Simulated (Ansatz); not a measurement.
I need a small convex hull of the Rb-Ba system. Use Ansatz's Python interface. Use (first run): PBEsol, PAW, cutoff 500 eV, Gaussian smearing of 0.1 eV.

`hull.py`:
```python
'''Stability of Rb-Ba compounds against each other, after relaxing atoms and volume at fixed cell shape.'''

from collections import Counter
import warnings

import ansatz
import numpy as np

XC = 'pbesol'
CUTOFF = 500
K_SPACING = 0.27
FILLING = 'gaussian'
SIGMA = 0.1

PHASES = {
    'Rb3Ba Fm-3m': (
        [(0.0, 5.51443, 5.51443), (5.51443, 0.0, 5.51443), (5.51443, 5.51443, 0.0)],
        [
            ('Rb', (0.25, 0.25, 0.25)),
            ('Rb', (0.75, 0.75, 0.75)),
            ('Rb', (0.5, 0.5, 0.5)),
            ('Ba', (0.0, 0.0, 0.0)),
        ],
    ),
    'RbBa3 Fm-3m': (
        [(0.0, 5.181155, 5.181155), (5.181155, 0.0, 5.181155), (5.181155, 5.181155, 0.0)],
        [
            ('Rb', (0.0, 0.0, 0.0)),
            ('Ba', (0.25, 0.25, 0.25)),
            ('Ba', (0.75, 0.75, 0.75)),
            ('Ba', (0.5, 0.5, 0.5)),
        ],
    ),
    'Rb': (
        [(-2.8025, 2.8025, 2.8025), (2.8025, -2.8025, 2.8025), (2.8025, 2.8025, -2.8025)],
        [
            ('Rb', (0.0, 0.0, 0.0)),
        ],
    ),
    'Ba': (
        [(-2.5065, 2.5065, 2.5065), (2.5065, -2.5065, 2.5065), (2.5065, 2.5065, -2.5065)],
        [
            ('Ba', (0.0, 0.0, 0.0)),
        ],
    ),
}


def build(vectors, sites):
    crystal = ansatz.Crystal(lattice=ansatz.Lattice.of(vectors))
    for symbol, position in sites:
        crystal = crystal.atom(symbol, position)
    return crystal


def solve(name, crystal):
    calc = (
        crystal.calculation()
        .functional(XC)
        .basis(CUTOFF)
        .kpoints(spacing=K_SPACING)
        .occupations(FILLING, width=SIGMA)
    )
    calc = calc.relax(force_tolerance=0.01, max_steps=40, fix_cell=['shape'])
    return calc.run(threads=1)


def counts(outcome):
    return Counter(site.symbol for site in outcome.lattice.sites)

def formation_energy(outcome, mu):
    n = counts(outcome)
    return (outcome.report['energy_sigma0_ev'] - sum(k * mu[element] for element, k in n.items())) / sum(n.values())

warnings.simplefilter('ignore')

phases = {name: build(*cell) for name, cell in PHASES.items()}

done = {}
for name, crystal in phases.items():
    done[name] = solve(name, crystal)
    print(f'{name}: {done[name].report["energy_sigma0_ev"]:.4f} eV, {len(done[name].lattice.sites)} atoms')

# energy of one atom in its reference phase
references = {'Rb': 'Rb', 'Ba': 'Ba'}
mu = {element: done[name].report['energy_sigma0_ev'] / len(done[name].lattice.sites) for element, name in references.items()}
points = sorted((counts(o)['Ba'] / len(o.lattice.sites), formation_energy(o, mu), name) for name, o in done.items())

# lower hull by a monotone chain
hull = []
for x, e, _ in points:
    while len(hull) > 1 and (hull[-1][0] - hull[-2][0]) * (e - hull[-2][1]) - (hull[-1][1] - hull[-2][1]) * (x - hull[-2][0]) <= 0:
        hull.pop()
    hull.append((x, e))
rows = [(name, x, e, e - np.interp(x, *zip(*hull))) for x, e, name in points]
print('| phase | x(Ba) | E_form (eV/atom) | above hull (eV/atom) |')
print('| --- | --- | --- | --- |')
for row in rows:
    print(f'| {row[0]} | {row[1]:.3f} | {row[2]:.4f} | {row[3]:.4f} |')
print('on the hull of these phases:', ', '.join(row[0] for row in rows if row[3] < 1e-6))
```

```console
$ python hull.py
Rb3Ba Fm-3m: -15512.9460 eV, 4 atoms
RbBa3 Fm-3m: -20804.2155 eV, 4 atoms
Rb: -3216.9741 eV, 1 atoms
Ba: -5862.6004 eV, 1 atoms
| phase | x(Ba) | E_form (eV/atom) | above hull (eV/atom) |
| --- | --- | --- | --- |
| Rb | 0.000 | 0.0000 | 0.0000 |
| Rb3Ba Fm-3m | 0.250 | 0.1442 | 0.1442 |
| RbBa3 Fm-3m | 0.750 | 0.1399 | 0.1399 |
| Ba | 1.000 | 0.0000 | 0.0000 |
on the hull of these phases: Rb, Ba
```

Notes:
- Total energies depend on the potentials; only differences at equal settings carry meaning.
- Atoms and volume are relaxed with the cell's shape held, which in cells of lower than cubic symmetry can hide stresses and shift volumes.
- The cells come from databases of deposited and of computed structures, and not all need be stable phases.
- Differences under about 40 meV an atom lie within the error of mesh and functional, so such verdicts may flip; only the cells listed enter the hull.
- It ran for 32 s on 1 thread of Arm Neoverse V2, with other jobs on the host, peak memory 0.64 GiB.
